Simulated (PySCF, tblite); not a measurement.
# C₄H₁₁GeNSi: geometry, infrared bands and NMR shifts

Aim: predict the infrared bands and NMR shifts of C₄H₁₁GeNSi (`[GeH3][NH][C@H]1C=CC[SiH2]1`).

Computed with tblite 0.8.0 and PySCF 2.14.0, with density-fitted response routines of our own, on a single molecule in the gas phase. Atoms are numbered from 0 throughout.

**1. The molecule as given**

18 atoms, charge 0, multiplicity 1; geometry from: force field or distance geometry start.

Bonds of the start (Å): Ge0–N1 1.80, N1–C2 1.43, C2–C3 1.47, C3–C4 1.29, C4–C5 1.47, C5–Si6 1.89, Si6–C2 1.86, Ge0–H7 1.56, Ge0–H8 1.57, Ge0–H9 1.53, N1–H10 1.06, C2–H11 1.12, C3–H12 1.12, C4–H13 1.13, C5–H14 1.10, C5–H15 1.12, Si6–H16 1.46, Si6–H17 1.45.

**2. Geometry optimisation with GFN2-xTB**

What the job is given:

```
{"job": {"kind": "relax", "xc": "GFN2-xTB", "basis": "xTB"}, "charge": 0, "multiplicity": 1}
Ge    -2.794800    -0.562800    -0.318500
N     -1.394600    -0.313100     0.785800
C     -0.065100    -0.412300     0.274900
C      0.282500     0.538300    -0.796600
C      1.484100     0.997900    -0.857800
C      2.461400     0.555700     0.141300
Si     1.254400     0.041400     1.506000
H     -3.838000     0.578500    -0.121900
H     -3.552800    -1.865700     0.135000
H     -2.466300    -0.761700    -1.795100
H     -1.478200    -1.004800     1.579000
H      0.078800    -1.483200    -0.032400
H     -0.506300     0.845000    -1.529700
H      1.798400     1.718800    -1.665600
H      3.044400    -0.307300    -0.224400
H      3.114000     1.383900     0.518000
H      1.742700    -1.098000     2.275100
H      0.826900     1.155800     2.321000
```

Run with:

```sh
$ OMP_NUM_THREADS=1 python probes_run.py task.json out
```

One launch serves the whole session: the jobs run in the order shown.

**Question.** This job is followed by: GFN2-xTB harmonic vibrations, gas phase; GIAO PBE0/pcSseg-1 NMR shielding, non-relativistic, gas phase. What will the session give for the following? strongest single infrared mode (GFN2-xTB); zero-point energy (GFN2-xTB); ¹³C shifts against TMS (PBE0/pcSseg-1); ¹H shifts against TMS (PBE0/pcSseg-1, means over atoms taken as alike); ⁷³Ge shifts against GeMe4 (PBE0/pcSseg-1); ¹⁵N shifts against NH3 (PBE0/pcSseg-1); ²⁹Si shifts against TMS (PBE0/pcSseg-1).

The runs gave:

| quantity | value |
| --- | --- |
| strongest single infrared mode (GFN2-xTB) | 2075 cm⁻¹, 453 km/mol |
| zero-point energy (GFN2-xTB) | 81.6 kcal/mol |
| ¹³C shifts against TMS (PBE0/pcSseg-1) | 145.0, 136.3, 54.2, 16.2 ppm |
| ¹H shifts against TMS (PBE0/pcSseg-1, means over atoms taken as alike) | 6.24, 5.97, 4.44, 4.43, 4.07, 3.46, 1.79, 1.64, -0.54 ppm |
| ⁷³Ge shifts against GeMe4 (PBE0/pcSseg-1) | -145 ppm |
| ¹⁵N shifts against NH3 (PBE0/pcSseg-1) | 34.1 ppm |
| ²⁹Si shifts against TMS (PBE0/pcSseg-1) | -28.8 ppm |

Over 204 steps the energy fell by 0.756 eV; of the close pairs, Ge0–H8 changed most, 1.574 to 1.495 Å. No mode is imaginary among the 48: a minimum at this level. The strongest single mode, at 2075 cm⁻¹, moves mainly H7 and H8. Unscaled tight-binding wavenumbers are off by several per cent, some by more. Its intensities can rank the bands wrongly. At PBE0/pcSseg-1: The widest tensor belongs to Ge0: span 321 ppm, with a paramagnetic part of -1279 ppm. Spin-orbit coupling is left out, which matters for shieldings and couplings at and beside the heavy atoms.
